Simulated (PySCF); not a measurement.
**One shape, several levels: quartet C3H5OSi**

Wanted: a comparison of 6 runs (UHF/STO-3G, UHF/3-21G, U-wB97M-V/6-31G*, UB2PLYP/6-31G*, UB3LYP/6-31G*, USCS-MP2/6-31G*) of quartet C3H5OSi. Input form: a Python script.

The results are computed with PySCF 2.14.0.

5 further runs of the same task are left out: 2 that didn't finish, 3 set aside as unsound or not needed.

### 1 The molecule

C3H5OSi has 10 atoms, charge 0, and is taken as a quartet. SMILES of the parent species: `[C]#C[SiH2]OC`. The shape is that of a PBE0-D4/def2-TZVP optimisation. This is one conformer, not always the lowest. That shape belongs to the parent species and isn't relaxed for this state.

Bond lengths: C1–C2 1.213 Å, C2–Si3 1.835 Å, Si3–O4 1.632 Å, O4–C5 1.411 Å, Si3–H6 1.485 Å, Si3–H7 1.476 Å, C5–H8 1.091 Å, C5–H9 1.096 Å, C5–H10 1.095 Å. Some angles: C1–C2–Si3 178.5°, C2–Si3–O4 110.6°, Si3–O4–C5 123.5°, C2–Si3–H6 106.5°, C2–Si3–H7 109.3°, O4–Si3–H6 111.5°, O4–Si3–H7 106.9°, O4–C5–H8 108.0°, O4–C5–H9 111.4°, O4–C5–H10 111.1°.

### 2 The energy at UHF/STO-3G (run 1)

The input, input.py:

```python
from pyscf import gto

mol = gto.M(
    atom='''
C      1.368200    -2.647000     0.612400
C      1.304500    -1.472300     0.315300
Si     1.172100     0.309100    -0.104200
O     -0.274400     0.633500    -0.786500
C     -1.509500     0.397000    -0.145500
H      1.355200     1.057400     1.165600
H      2.204700     0.654800    -1.101200
H     -2.304000     0.758800    -0.799100
H     -1.572600     0.929300     0.810300
H     -1.661100    -0.671800     0.036100
''',
    max_memory=1860,
    basis='sto-3g',
    verbose=3,
    spin=3,
    charge=0,
)

myscf = mol.UHF()
myscf.conv_tol = 1e-10
myscf.kernel()
if not myscf.converged:
    myscf = myscf.newton().run(myscf.mo_coeff, myscf.mo_occ)

etot = myscf.e_tot
print(f'total energy: {etot:.8f} hartree')
```

Command:

```console
OMP_NUM_THREADS=1 python input.py
```

Log:

```text
WARN: HOMO 0.186772466863433 >= LUMO -0.255602650751614

converged SCF energy = -474.20916876544  <S^2> = 3.7545934  2S+1 = 4.0022961
total energy: -474.20916877 hartree
```

It took 0.8 s on 1 thread of Arm Neoverse V2, shared host; peak memory 0.12 GiB.

### 3 The energy at UHF/3-21G (run 2)

The input, input.py:

```python
from pyscf import gto, scf

system = gto.M(
    atom='''
C      1.368200    -2.647000     0.612400
C      1.304500    -1.472300     0.315300
Si     1.172100     0.309100    -0.104200
O     -0.274400     0.633500    -0.786500
C     -1.509500     0.397000    -0.145500
H      1.355200     1.057400     1.165600
H      2.204700     0.654800    -1.101200
H     -2.304000     0.758800    -0.799100
H     -1.572600     0.929300     0.810300
H     -1.661100    -0.671800     0.036100
''',
    max_memory=1860,
    verbose=3,
    basis='3-21g',
    spin=3,
)

calc0 = scf.UHF(system)
calc0.conv_tol = 1e-10
calc0.kernel()
if not calc0.converged:
    calc0 = calc0.newton().run(calc0.mo_coeff, calc0.mo_occ)

energy = calc0.e_tot
print('E = %.10f Eh' % energy)
```

Command:

```console
OMP_NUM_THREADS=1 python input.py
```

Log:

```text
WARN: HOMO 0.0526966236692537 >= LUMO -0.284663940720657

converged SCF energy = -477.424859364052  <S^2> = 3.7576705  2S+1 = 4.0038334
E = -477.4248593641 Eh
```

It took 1.1 s on 1 thread of Arm Neoverse V2, shared host; peak memory 0.11 GiB.

Runs 3 to 5 aren't shown in full; the table further down has their settings and results.

### 4 The energy at USCS-MP2/6-31G(d) (spherical functions) (run 6)

The input, calc.py:

```python
from pyscf import gto, mp

mol = gto.M(
    atom='''
C      1.368200    -2.647000     0.612400
C      1.304500    -1.472300     0.315300
Si     1.172100     0.309100    -0.104200
O     -0.274400     0.633500    -0.786500
C     -1.509500     0.397000    -0.145500
H      1.355200     1.057400     1.165600
H      2.204700     0.654800    -1.101200
H     -2.304000     0.758800    -0.799100
H     -1.572600     0.929300     0.810300
H     -1.661100    -0.671800     0.036100
''',
    charge=0,
    spin=3,
    max_memory=1860,
    verbose=3,
    basis='6-31g*',
)

mf = mol.UHF()
mf.conv_tol = 1e-10
mf.kernel()
if not mf.converged:
    mf = mf.newton().run(mf.mo_coeff, mf.mo_occ)

pt = mp.MP2(mf, frozen=9).run()
e_final = mf.e_tot + 1.2 * pt.e_corr_os + pt.e_corr_ss / 3
print(f'total energy: {e_final:.8f} hartree')
```

Command:

```console
OMP_NUM_THREADS=1 python calc.py
```

Log:

```text
WARN: HOMO 0.043526794129817 >= LUMO -0.287151737193582

converged SCF energy = -480.00557375427  <S^2> = 3.7618407  2S+1 = 4.005916
E(UMP2) = -480.544836270574  E_corr = -0.539262516303986
E(SCS-UMP2) = -480.533940452011  E_corr = -0.528366697741043
total energy: -480.53394045 hartree
```

Run time: 4.2 s. Hardware: 1 thread of Arm Neoverse V2, shared host; peak memory 0.2 GiB.

### 5 All runs side by side

| run | level | integration grid | nlc grid | energy (Eh) | dipole moment (D) of the reference | HOMO energy (eV) | LUMO energy (eV) | wall time |
| --- | --- | --- | --- | --- | --- | --- | --- | --- |
| 1 | UHF/STO-3G | – | – | -474.209169 | 0.92 | -2.69 | 4.18 | 0.8 s |
| 2 | UHF/3-21G | – | – | -477.424859 | 1.90 | -5.95 | -0.38 | 1.1 s |
| 3 | U-wB97M-V/6-31G* (spherical functions) | 5 | 1 | -481.561251 | 1.57 | -4.89 | -3.34 | 12 min |
| 4 | UB2PLYP/6-31G* (spherical functions) | 5 | – | -481.322279 | 1.64 | -3.91 | -3.66 | 2.3 min |
| 5 | UB3LYP/6-31G* (spherical functions) | 5 | – | -481.684777 | 1.46 | -2.64 | – | 80 s |
| 6 | USCS-MP2/6-31G* (spherical functions) | – | – | -480.533940 | 1.72 | -5.87 | -0.17 | 4.2 s |

### 6 Summary of results

```
                                                         quantity          value
                                              run 6: total energy  -480.53394 Eh
                      run 6: dipole moment (Hartree–Fock density)         1.72 D
run 6: HOMO energy (Hartree–Fock orbitals) (highest over α and β)       -5.87 eV
 run 6: LUMO energy (Hartree–Fock orbitals) (lowest over α and β)       -0.17 eV
               run 6: correlation energy (9 core orbitals frozen)     -528.4 mEh
                         run 6: ⟨S²⟩ of the reference determinant          3.762
```

**Reading.** Over runs 1, 2, 3, 4, 5 the dipole moment (its size) runs from 0.92 D (UHF/STO-3G) to 1.90 D (UHF/3-21G). Totals of different functionals can't be ranked against each other. In run 1 the basis is minimal, so the values are rough. All runs together took 16 min, the longest 12 min.
